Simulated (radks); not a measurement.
# Si⁺ in [He] 2s2 2p5 3s2 3p2: an all-electron calculation

One table from this session's results is given with a row withheld; the runs are named, their logs left out.

Program: radks (a radial shooting solver on a logarithmic mesh, Libxc functionals) version 1. Level of theory: scalar-relativistic Kohn-Sham, r2SCAN, spin-polarised, spherical densities, finite nucleus; open shells are filled with parallel spins first. These are calculated values, not measurements, unless marked.

**The system**

- element: silicon (Z = 14)
- charge: +1
- electrons: 13
- configuration: [He] 2s2 2p5 3s2 3p2
- nuclear rms radius: 3.1224 fm

Outer shells as boxes (Hund's rule):

Si⁺
```
[He] core
2s [↑↓]
2p [↑↓][↑↓][↑ ]
3s [↑↓]
3p [↑ ][↑ ][  ]
```

Set-up of the first run:

Settings of this run:

```text
Z 14
configuration [He] 2s2 2p5 3s2 3p2 4s0 3d0
relativity scalar-relativistic
functional r2scan,r2scan
spin polarised
nucleus finite rms 3.1224 fm
c 137.035999084
```

Steps of the session up to this table: Self-consistent calculation.

One of the session's tables, all rows but one given; the rest of the session is left out.

It belongs to the step «Shells». From the orbitals of this run (lengths in bohr):

```
  level     <r>  outermost maximum (interpolated)  90 % within  nodes
  1s up  0.1113                            0.0726        0.199      0
1s down  0.1111                            0.0726        0.198      0
  2s up  0.5492                             0.446        0.859      1
2s down  0.5526                             0.448        0.865      1
  2p up  0.5113                             0.378        0.850      0
2p down  0.5169                             0.381        0.860      0
  3s up   1.893                              1.62         2.83      2
3s down   1.920                              1.63         2.89      2
  3p up       ?                                 ?            ?      ?
3p down   2.203                              1.83         3.38      1
  3d up   3.252                              2.40         5.42      0
```

Estimate the missing values for 3p up.

The run gave: <r>: 2.149; outermost maximum (interpolated): 1.80; 90 % within: 3.28; nodes: 1. In the column «<r>» it lies between 3s down (1.920) and 3p down (2.203).
